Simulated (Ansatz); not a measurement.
Write a Python script for the Ansatz DFT code, driven from Python that makes a geometry optimisation of C2H4BCl, SMILES ClB1CC1. Level of theory: B3LYP, def2-SVP basis, multiplicity 1.

```xyz
8

Cl   -2.6036    0.7864   -0.4338
B    -0.9214    0.2792   -0.1565
C     0.6048    0.5543    0.1557
C     0.3024   -0.8335   -0.0327
H     1.1862    1.0142   -0.6929
H     0.8156    0.8753    1.2200
H     0.5324   -1.2930   -1.0008
H     0.1758   -1.4400    0.8852
```

`run_opt.py`
```python
"""Relax the C2H4BCl molecule."""

import argparse
import itertools

import ansatz as az
from ase import Atoms
from ase.data import atomic_numbers, covalent_radii
import numpy as np

parser = argparse.ArgumentParser(description="Relax the C2H4BCl molecule.")
parser.add_argument("--basis-set", required=True, help="basis")
parser.add_argument("--xc", default="b3lyp", help="exchange-correlation functional")
args = parser.parse_args()


def main() -> None:
    atoms = Atoms(["Cl", "B", "C", "C", "H", "H", "H", "H"], positions=[
        (-2.6036, 0.7864, -0.4338),
        (-0.9214, 0.2792, -0.1565),
        (0.6048, 0.5543, 0.1557),
        (0.3024, -0.8335, -0.0327),
        (1.1862, 1.0142, -0.6929),
        (0.8156, 0.8753, 1.22),
        (0.5324, -1.293, -1.0008),
        (0.1758, -1.44, 0.8852),
    ])
    geometry = az.Crystal.molecule_from_ase(atoms)

    job = geometry.calculation()
    job = job.basis(gaussian=args.basis_set)
    job = job.functional(args.xc)
    symbols = [site.symbol for site in geometry.cartesian_sites]
    start = np.array([site.position_ang for site in geometry.cartesian_sites], dtype=float)
    def progress(event):
        if event["event"] == "relax_step":
            row = event["data"]
            print(f"step {row['step']:3d}  E = {row['lagrangian_ev']:.6f} eV  largest force component {row['allowed_force_max_ev_ang']:.4f} eV/A")


    rep = job.relax(force_tolerance=0.02, max_steps=100).session().plan().execute(on_event=progress).report
    end = np.array(rep["positions_ang"])

    print(f"E = {rep['free_energy_ev']:.6f} eV = {rep['free_energy_ev'] / 27.211386246:.7f} Ha")
    print("converged:", rep["converged"], " doubts:", rep["published_state_doubts"] or "none")

    # pairs closer than 1.2 times the sum of covalent radii, before or after
    radius = [covalent_radii[atomic_numbers[s]] for s in symbols]
    span = lambda where, i, j: np.linalg.norm(where[i] - where[j])
    bonded = [(i, j) for i, j in itertools.combinations(range(len(symbols)), 2) if min(span(start, i, j), span(end, i, j)) < 1.2 * (radius[i] + radius[j])]
    print("pair        before    after (A)")
    for i, j in bonded:
        print(f"{symbols[i]}{i}-{symbols[j]}{j}".ljust(10), f"{span(start, i, j):8.4f} {span(end, i, j):8.4f}")


if __name__ == "__main__":
    main()
```

Running `python run_opt.py --basis-set def2-SVP` prints:
```text
step   1  E = -15331.771644 eV  largest force component 3.8132 eV/A
step   2  E = -15332.327963 eV  largest force component 1.6350 eV/A
step   3  E = -15332.447771 eV  largest force component 0.9933 eV/A
step   4  E = -15332.460129 eV  largest force component 0.2909 eV/A
step   5  E = -15332.467033 eV  largest force component 0.0120 eV/A
E = -15332.467245 eV = -563.4577785 Ha
converged: True  doubts: none
pair        before    after (A)
Cl0-B1       1.7787   1.7342
B1-C2        1.5819   1.5236
B1-C3        1.6586   1.5237
C2-C3        1.4328   1.5712
C2-H4        1.1268   1.0972
C2-H5        1.1315   1.0971
C3-H6        1.0960   1.0973
C3-H7        1.1074   1.0974
```

Caveats:
- Total energies depend on the basis set; only differences at equal settings carry meaning.
- The end point is the stationary point reached from this start; no frequency run checks that it is a minimum, and the basis set is modest.
- b3lyp holds the VWN-RPA fit, as in Gaussian; the form of ORCA and Turbomole is b3lyp5.
- Timing: 18 s on 1 thread of Arm Neoverse V1, with other jobs on the host, peak memory 0.23 GiB.

(A comment or docstring line of the script was reworded after the run, the code is as it ran; lines on the test bed's own set-up are left out of the output.)
